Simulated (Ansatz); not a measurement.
C3N4, space group P-43m, a Berry-phase polarisation

Computed with Ansatz's Python interface.

Notebook, run cell by cell (the value of a cell's last expression is shown):

**Cell 1**
```python
import ansatz as az
import numpy as np

lattice = az.Lattice.of(
    [3.456765, 0.0, 0.0],
    [0.0, 3.456765, 0.0],
    [0.0, 0.0, 3.456765],
)
sites = [
    ("C", [0.0, 0.0, 0.5]),
    ("C", [0.5, 0.0, 0.0]),
    ("C", [0.0, 0.5, 0.0]),
    ("N", [0.245687, 0.245687, 0.754313]),
    ("N", [0.754313, 0.754313, 0.754313]),
    ("N", [0.245687, 0.754313, 0.245687]),
    ("N", [0.754313, 0.245687, 0.245687]),
]
system = az.Crystal(lattice=lattice)
for symbol, position in sites:
    system = system.atom(symbol, position)
```

**Cell 2**
```python
[site.symbol for site in system.resolved().sites]
```
Output:
```text
['C', 'C', 'C', 'N', 'N', 'N', 'N']
```

**Cell 3**
```python
def polarisation(structure):
    return (
        structure.calculation()
        .functional("lda")
        .pseudopotentials("paw")
        .basis(24 * az.Ha, density_ratio=8)
        .kpoints(4, 4, 4, shift=0.5)  # the mesh must be finer for metals
        .occupations("fixed")  # no smearing
        .polarization()
        .run()
        .polarization()
    )
```

**Cell 4**
```python
vectors = np.array(system.lattice.vectors)
shifted = system.move(0, to=np.array(system.sites[0].position) + 0.03 * np.linalg.inv(vectors)[2])
before, after = polarisation(system), polarisation(shifted)
for label, p in (("as typed", before), ("shifted", after)):
    print(label, "reduced polarisation:", [round(axis.reduced, 4) for axis in p.axes], "modulo", p.modulus)
# take the change on the nearest branch, then turn it into a dipole per cell
change = np.array([b.reduced - a.reduced for a, b in zip(before.axes, after.axes)])
change -= before.modulus * np.round(change / before.modulus)
dipole = change @ vectors
print("dipole change (e A):", np.round(dipole, 4) + 0.0)
print("column of the Born charge of", system.sites[0].symbol, "for a shift along z:", np.round(dipole / 0.03, 2) + 0.0)
```
Output:
```text
as typed reduced polarisation: [12.0, 12.0, 12.0] modulo 1
shifted reduced polarisation: [12.0, 12.0, 12.0238] modulo 1
dipole change (e A): [0.     0.     0.0821]
column of the Born charge of C for a shift along z: [0.   0.   2.74]
```

What to keep in mind:
- The settings weren't tested for convergence.
- Energy and stress may still move on a finer k-point mesh.
- This cell is a computed structure, which may not be the phase found in nature.
- Polarisation is defined up to a quantum, so only the change along a continuous path has meaning.
- Wall time of the script: 9.2 s on 1 thread of Intel(R) Xeon(R) Processor @ 2.30GHz, on a shared host, peak memory 0.57 GiB.
